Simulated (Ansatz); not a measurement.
**ClF₂HNNb: a ladder of functionals and wavefunction methods**

One table from this session's results is given with a row withheld; the runs are named, their logs left out.

Computed with Ansatz 0.2.0, Gaussian basis. Level: functionals in def2-TZVPP, the program's frozen cores in correlated methods.

Plan: LDA (SPW92), PBE-D4, revPBE-D4, BLYP-D4, r2SCAN-D4, B97M-V, PBE0-D4, B3LYP-D4, r2SCANh-D4, r2SCAN0-D4, HSE06-D4, BHLYP-D4, CAM-B3LYP-D4, LC-ωPBE, ωB97X-V, ωB97M-V, B2PLYP, PBE-QIDH; CCSD(T)/def2-SVP; CCSD(T)/def2-TZVPP; MP2/def2-QZVPP; extrapolation to the limit; RPA on PBE.

1 further run of the same task is left out (for a known fault of the program). Runs told in other sessions of the task aren't counted.

### Structure used throughout

All runs share one geometry, relaxed beforehand with PBE0-D4 in a triple-zeta def2 set. Nb takes the def2 core potential; no spin-orbit term is included.

SMILES `[NH]=[Nb]([F])([F])[Cl]`, 6 atoms, charge 0, spin multiplicity 1.

Atoms are counted from 1 here; the program's logs count them from 0.

Bond lengths: N1–Nb2 1.727 Å, N1–H6 1.009 Å, Nb2–F3 1.861 Å, Nb2–F4 1.861 Å, Nb2–Cl5 2.292 Å. Angles: Nb2–N1–H6 179.6°, N1–Nb2–F3 107.5°, N1–Nb2–F4 107.5°, N1–Nb2–Cl5 107.4°, F3–Nb2–F4 111.4°, F3–Nb2–Cl5 111.4°, F4–Nb2–Cl5 111.4°.

Set-up of the first run:

Input file in.yaml:

```yaml
crystal:
  periodic: [false, false, false]
  atoms:
    - {symbol: N, position_ang: [-0.773713, 0.484762, 0.885618]}
    - {symbol: Nb, position_ang: [0.273507, -0.259652, -0.269103]}
    - {symbol: F, position_ang: [1.802799, -0.811463, 0.637039]}
    - {symbol: F, position_ang: [-0.640690, -1.705528, -1.002593]}
    - {symbol: Cl, position_ang: [0.765825, 1.313920, -1.860841]}
    - {symbol: H, position_ang: [-1.385730, 0.913962, 1.563580]}
basis:
  gaussian: {orbitals: def2-TZVPP}
hamiltonian: {xc: lda}
output: {orbitals: {seedname: orbitals}}
```

Command:

```console
$ ansatz run in.yaml --threads 4 --pin off --events-out ev --progress --plain --max-ram 10444MiB
```

Steps of the session up to this table: LDA; PBE-D4 (GGA); revPBE-D4 (GGA); BLYP-D4 (GGA); r2SCAN-D4 (meta-GGA); B97M-V (meta-GGA); B3LYP-D4 (hybrid); r2SCANh-D4 (hybrid); r2SCAN0-D4 (hybrid); HSE06-D4 (hybrid); BHLYP-D4 (hybrid); CAM-B3LYP-D4 (range-separated); LC-ωPBE (range-separated); ωB97X-V (range-separated); ωB97M-V (range-separated); B2PLYP (double hybrid); PBE-QIDH (double hybrid).

One table of the session follows, with a row left open; its other results are not shown here.

It belongs to the step «Frontier levels by functional». 

| functional | HOMO (eV) | LUMO (eV) | gap (eV) |
| --- | --- | --- | --- |
| LDA (SPW92) | -7.61 | -3.20 | 4.41 |
| PBE-D4 | -7.40 | -2.93 | 4.47 |
| revPBE-D4 | -7.32 | -2.83 | 4.49 |
| BLYP-D4 | -7.25 | -2.84 | 4.41 |
| r2SCAN-D4 | -7.72 | -2.86 | 4.86 |
| B97M-V | -7.73 | -2.82 | 4.91 |
| PBE0-D4 | -8.80 | -2.14 | 6.66 |
| B3LYP-D4 | -8.54 | -2.39 | 6.15 |
| r2SCANh-D4 | -8.24 | -2.56 | 5.69 |
| r2SCAN0-D4 | -9.02 | -2.09 | 6.93 |
| HSE06-D4 | -8.40 | -2.52 | 5.87 |
| BHLYP-D4 | -10.04 | -1.21 | 8.83 |
| CAM-B3LYP-D4 | -10.16 | -1.05 | 9.11 |
| LC-ωPBE | ? | ? | ? |
| ωB97X-V | -11.15 | 0.08 | 11.23 |
| ωB97M-V | -11.04 | 0.03 | 11.07 |

**Question.** Estimate the row for LC-ωPBE.

**Answer.** HOMO (eV): -11.53; LUMO (eV): 0.17; gap (eV): 11.70. In the column «HOMO (eV)» it is the lowest.
